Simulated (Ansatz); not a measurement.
**One shape, several levels: triplet Si2H4ClF**

Wanted: a comparison of 4 runs (U-r2SCAN0/def2-SVP, UBLYP/def2-SVP, UCAM-B3LYP/def2-SVP, UCCSD(T)/def2-SVP) of triplet Si2H4ClF. 

The results are computed with Ansatz 0.2.0.

68 further runs of the same task are left out: 68 set aside as unsound or not needed. Runs told in other sessions of the task aren't counted.

## Step 1: Starting point

Si2H4ClF: 8 atoms, total charge 0, spin state triplet. As SMILES of the parent species, `F[SiH]([SiH3])Cl`. Geometry: relaxed at PBE0-D4/def2-TZVP. That shape belongs to the parent species and isn't relaxed for this state.

Bond lengths: F1–Si2 1.597 Å, Si2–Si3 2.339 Å, Si2–Cl4 2.049 Å, Si2–H5 1.481 Å, Si3–H6 1.487 Å, Si3–H7 1.486 Å, Si3–H8 1.485 Å. Some angles: F1–Si2–Si3 109.8°, F1–Si2–Cl4 107.9°, Si3–Si2–Cl4 109.0°, F1–Si2–H5 107.2°, Si3–Si2–H5 115.4°, Cl4–Si2–H5 107.3°, Si2–Si3–H6 110.0°, Si2–Si3–H7 108.3°, Si2–Si3–H8 109.2°, H6–Si3–H7 109.5°.

## Step 2: The energy at U-r2SCAN0/def2-SVP (run 1)

input.yaml

```yaml
crystal:
  periodic: [false, false, false]
  atoms:
    - {symbol: F, position_ang: [-1.329000, 1.796800, 0.161200]}
    - {symbol: Si, position_ang: [-0.382900, 0.812800, -0.667700]}
    - {symbol: Si, position_ang: [0.539000, -0.793000, 0.761300]}
    - {symbol: Cl, position_ang: [-1.534100, -0.130100, -2.075900]}
    - {symbol: H, position_ang: [0.596600, 1.655400, -1.392300]}
    - {symbol: H, position_ang: [1.355700, -0.131100, 1.812300]}
    - {symbol: H, position_ang: [1.403500, -1.693800, -0.044400]}
    - {symbol: H, position_ang: [-0.556600, -1.574100, 1.389600]}
basis:
  gaussian: {orbitals: def2-SVP}
total_charge: 0
magnetization: {spin_polarized: true, initial_magnetization: 2}
hamiltonian: {xc: {name: r2SCAN0}}
accuracy: high
output: {orbitals: {seedname: orbitals}}
```

Launch:

```console
ansatz run input.yaml --threads 1 --pin off --max-ram 3480MiB --events-out events.jsonl --progress --plain --runs-dir runs
```

The program printed:

```text
Warning: RAYON_NUM_THREADS=1 ignored (pool sized by the plan → 1); use --threads N
Functional definition: r2SCAN0
  name "r2SCAN0"
  parameter a = 0.25
  parameter k0 = 0.174
  parameter k1 = 0.065
  parameter a1 = 4.9479
  exchange = (1 - a)*r2scan_x(k0 = k0, k1 = k1, a1 = a1) + a*exact_x
  correlation = r2scan_c
1801 factors; integrals over basis functions are off by at most 5.2e-9 eV
mean field evaluation 1: about -31039.4330 eV, gradient 2.1e1 eV
mean field evaluation 2: about -31036.1926 eV, gradient 3.8e1 eV
mean field evaluation 4: about -31041.2927 eV, gradient 1.6e0 eV
mean field evaluation 8: about -31041.5375 eV, gradient 4.5e-1 eV
mean field evaluation 16: about -31041.5408 eV, gradient 1.2e-2 eV
mean field evaluation 32: about -31041.5409 eV, gradient 4.5e-5 eV
mean field evaluation 64: about -31041.4184 eV, gradient 1.5e0 eV
mean field -31041.54085032 eV, -1140.7555855371 hartree, gradient 8.1e-8 eV, S^2 2.006196; 4 other end points of the search recorded, 0 dependent functions left out
reference -31041.54085181 eV, -1140.7555855920 hartree; 30, 28 occupied and 58, 60 virtual orbitals, 1801 factors
Total energy: -31041.54085181 eV, -1140.7555855920 hartree
```

Run time: 65 s. Hardware: 1 thread of Intel Xeon Platinum 8259CL at 2.50GHz (Skylake/Cascade Lake), shared host; peak memory 0.63 GiB.

## Step 3: A single-point energy at UBLYP/def2-SVP (run 2)

molecule.yaml

```yaml
crystal:
  periodic: [false, false, false]
  atoms:
    - {symbol: F, position_ang: [-1.329000, 1.796800, 0.161200]}
    - {symbol: Si, position_ang: [-0.382900, 0.812800, -0.667700]}
    - {symbol: Si, position_ang: [0.539000, -0.793000, 0.761300]}
    - {symbol: Cl, position_ang: [-1.534100, -0.130100, -2.075900]}
    - {symbol: H, position_ang: [0.596600, 1.655400, -1.392300]}
    - {symbol: H, position_ang: [1.355700, -0.131100, 1.812300]}
    - {symbol: H, position_ang: [1.403500, -1.693800, -0.044400]}
    - {symbol: H, position_ang: [-0.556600, -1.574100, 1.389600]}
basis:
  gaussian:
    orbitals: def2-SVP
total_charge: 0
magnetization:
  spin_polarized: true
  initial_magnetization: 2
hamiltonian:
  xc: {name: BLYP}
accuracy: high
output: {orbitals: {seedname: orbitals}}
```

Launch:

```console
ansatz run molecule.yaml --threads 1 --pin off --max-ram 3480MiB --events-out events.jsonl --progress --plain --runs-dir runs
```

The program printed:

```text
Warning: RAYON_NUM_THREADS=1 ignored (pool sized by the plan → 1); use --threads N
Functional definition: BLYP
  name "BLYP"
  parameter beta = 0.0042
  parameter a = 0.04918
  parameter b = 0.132
  parameter c = 0.2533
  parameter d = 0.349
  exchange = b88_x(beta = beta)
  correlation = lyp_c(a = a, b = b, c = c, d = d)
1801 factors; integrals over basis functions are off by at most 5.2e-9 eV
mean field evaluation 1: about -31040.3678 eV, gradient 2.8e1 eV
mean field evaluation 2: about -31016.2726 eV, gradient 8.4e1 eV
mean field evaluation 4: about -31043.6647 eV, gradient 1.2e1 eV
mean field evaluation 8: about -31044.7789 eV, gradient 6.4e-1 eV
mean field evaluation 16: about -31044.7820 eV, gradient 2.2e-3 eV
mean field evaluation 32: about -31044.4632 eV, gradient 3.2e0 eV
mean field evaluation 64: about -31043.1206 eV, gradient 2.5e0 eV
mean field -31044.78200408 eV, -1140.8746957411 hartree, gradient 9.7e-8 eV, S^2 2.001987; 6 other end points of the search recorded, 0 dependent functions left out
reference -31044.78205979 eV, -1140.8746977884 hartree; 30, 28 occupied and 58, 60 virtual orbitals, 1801 factors
Total energy: -31044.78205979 eV, -1140.8746977884 hartree
```

It took 23 s on 1 thread of Intel Xeon Platinum 8259CL at 2.50GHz (Skylake/Cascade Lake), shared host; peak memory 0.3 GiB.

Run 3 isn't shown in full; the table further down has it.

## Step 4: A single-point energy at UCCSD(T)/def2-SVP (run 4)

in.yaml

```yaml
crystal:
  periodic: [false, false, false]
  atoms:
    - {symbol: F, position_ang: [-1.329000, 1.796800, 0.161200]}
    - {symbol: Si, position_ang: [-0.382900, 0.812800, -0.667700]}
    - {symbol: Si, position_ang: [0.539000, -0.793000, 0.761300]}
    - {symbol: Cl, position_ang: [-1.534100, -0.130100, -2.075900]}
    - {symbol: H, position_ang: [0.596600, 1.655400, -1.392300]}
    - {symbol: H, position_ang: [1.355700, -0.131100, 1.812300]}
    - {symbol: H, position_ang: [1.403500, -1.693800, -0.044400]}
    - {symbol: H, position_ang: [-0.556600, -1.574100, 1.389600]}
basis:
  gaussian:
    orbitals: def2-SVP
magnetization:
  spin_polarized: true
  initial_magnetization: 2
correlation:
  method: ccsd_t
  frozen_orbitals: {Cl: 5, F: 1, H: 0, Si: 5}
accuracy: high
scf:
  omitted_lower_state_checks: [cluster_reference, increment]
```

Launch:

```console
ansatz run in.yaml --threads 1 --pin off --max-ram 3480MiB --events-out events.jsonl --progress --plain --runs-dir runs
```

The program printed, cut to the lines that bear on the results:

```text
Warning: RAYON_NUM_THREADS=1 ignored (pool sized by the plan → 1); use --threads N
Functional definition: HF
  name "HF"
[...]
1801 factors; integrals over basis functions are off by at most 5.2e-9 eV
[...]
mean field -30982.55648511 eV, -1138.5879500966 hartree, gradient 2.3e-8 eV, S^2 2.009122; 7 other end points of the search recorded, 0 dependent functions left out
16 core orbitals not correlated: weight in the atoms' cores, before any rotation towards them, 1.000 or more for the frozen orbitals, at most 0.000 for the correlated occupied ones
reference -30982.55648511 eV, -1138.5879500966 hartree; 14, 12 occupied and 58, 60 virtual orbitals, 1801 factors
second order -13.84945696 eV of doubles, -0.00000000 eV of singles
cycle   1  -14.64711768 eV  change   -8.0e-1 eV  update   1.1e-1
[...]
cycle  44  -15.22375829 eV  change  -9.4e-10 eV  update   2.8e-9
perturbative correction -0.36150998 eV, -0.0132852466 hartree
Total energy: -30998.14175337 eV, -1139.1606981413 hartree
Checks for a lower state left out: cluster_reference, increment
```

It took 77 s on 1 thread of Intel Xeon Platinum 8259CL at 2.50GHz (Skylake/Cascade Lake), shared host; peak memory 0.81 GiB.

## Step 5: All runs side by side

| run | level | frozen core orbitals | energy (Eh) | HOMO energy (eV) | ⟨S²⟩ | wall time |
| --- | --- | --- | --- | --- | --- | --- |
| 1 | U-r2SCAN0/def2-SVP | – | -1140.755586 | -2.84 | 2.006 | 65 s |
| 2 | UBLYP/def2-SVP | – | -1140.874698 | -1.41 | 2.002 | 23 s |
| 3 | UCAM-B3LYP/def2-SVP | – | -1140.886947 | -3.54 | 2.005 | 41 s |
| 4 | UCCSD(T)/def2-SVP | 16 | -1139.160698 | – | 2.009 | 77 s |

## Step 6: What came out

```
                                           quantity           value
                                run 4: total energy  -1139.16070 Eh
run 4: correlation energy (16 core orbitals frozen)      -572.7 mEh
                              run 4: (T) correction      -13.29 mEh
           run 4: ⟨S²⟩ of the reference determinant           2.009
                               run 4: T1 diagnostic           0.023
```

In words: Totals of different functionals can't be ranked against each other. All runs together took 3.4 min, the longest 77 s.
